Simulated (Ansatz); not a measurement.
# Zr₃Ag, space group Pm-3m: a check of PAW against all-electron LAPW

Program: Ansatz 0.2.0, Python API.

`zr3ag.py`
```python
# -*- coding: utf-8 -*-
"""Checking the PAW result for Zr3Ag with LAPW."""

from dataclasses import dataclass
import logging
import sys

import ansatz as az
import numpy as np

logging.basicConfig(stream=sys.stdout, format="[%(levelname)s] %(message)s")
logger = logging.getLogger("calc")
logger.setLevel(logging.INFO)


@dataclass(frozen=True)
class Settings:
    kmesh: tuple[int, ...] = (5, 5, 5)
    xc: str = "lda"


opts = Settings()


def count_gap(report):
    # lowest empty less highest filled band, counting bands; zero where they overlap
    return max(report.get("gap_by_band_count_ev") or 0.0, 0.0)


def main():
    system = (
        az.Lattice.of([4.4165, 0.0, 0.0], [0.0, 4.4165, 0.0], [0.0, 0.0, 4.4165])
        .atom("Zr", [0.5, 0.5, 0.0])
        .atom("Zr", [0.0, 0.5, 0.5])
        .atom("Zr", [0.5, 0.0, 0.5])
        .atom("Ag", [0.0, 0.0, 0.0])
    )

    base = (
        system.calculation()
        .kpoints(*opts.kmesh)
        .functional(opts.xc)
        .occupations(az.OccupationsMethod.FERMI_DIRAC, width=150 * az.meV)
        .stress()
        .forces()
        .band_table()
    )
    variants = {
        "PAW": base.pseudopotentials("paw"),
        "LAPW": base.pseudopotentials("all_electron", lapw=True),
    }
    # totals differ by the cores that each treatment holds, so compare what does not depend on them
    rows = []
    for label, variant in variants.items():
        r = variant.run(threads=1, backend="cpu").report
        levels = np.array(r["eigenvalues_ev"][0]) - r["fermi_energy_ev"]
        print(label, "levels at the first k-point near E_F:", np.round(levels[np.abs(levels) < 5], 3))
        rows.append((label, r["n_electrons"], np.trace(r["stress_gpa"]) / 3, count_gap(r)))
    logger.info("     treatment  electrons in bands           P GPa  gap by band count eV")
    for row in rows:
        logger.info(f"{str(row[0]):>14s}  {row[1]:18.1f}  {row[2]:14.3f}  {row[3]:20.3f}")


if __name__ == "__main__":
    main()
```

```console
$ python zr3ag.py
DeckWarning: basis.ecutwfc = 420 eV, auto-derived from the records' recommended cutoffs: set by Zr (normal level)
PAW levels at the first k-point near E_F: [-4.853 -4.853 -4.853 -3.411 -0.91  -0.91  -0.91  -0.411 -0.411  2.686
  2.686  2.686  3.139  3.139  3.139]
LAPW levels at the first k-point near E_F: [-4.855 -4.855 -4.855 -3.411 -0.91  -0.91  -0.91  -0.41  -0.41   2.685
  2.685  2.685  3.141  3.141  3.141  4.484  4.484]
[INFO]      treatment  electrons in bands           P GPa  gap by band count eV
[INFO]            PAW                55.0          -7.700                 0.000
[INFO]           LAPW               103.0          -7.689                 0.000
```
(Warnings from the package without file and line.)

PAW gives -7.700 GPa and LAPW -7.689 GPa, 0.011 GPa apart. They took 1.5 and 18.1 s of processor time.

What to keep in mind:
- Spin is left out of this run.
- The computed bands are complete only to about 2.6 eV above the Fermi level.
- The mesh is modest for a metal, so energies can be off by several to tens of meV an atom and pressures by half a GPa or more; differences at equal mesh fare better.
- The smearing is wide enough that free energy and stress hold a thermal part of the electrons.
- A gap by band count of zero or less means overlapping bands, a metal, and at an odd count of electrons it is no gap at all.
- At these settings the cell as given stands under about -8 GPa, so it isn't at this functional's equilibrium volume.
- The structure comes from a database of computed cells and needn't be a stable or known phase.
- Levels are Kohn-Sham eigenvalues on this mesh, without spin-orbit coupling.
- Pressure is positive in compression; the treatments may keep other shells as core, so totals and counts of electrons can differ.
- Wall time of the script: 21 s on 1 thread of Intel(R) Xeon(R) Platinum 8259CL CPU @ 2.50GHz (Skylake/Cascade Lake), with other jobs on the host, peak memory 0.58 GiB.

(A comment or docstring line of the script was reworded after the run, the code is as it ran; lines on the test bed's own set-up are left out of the output.)
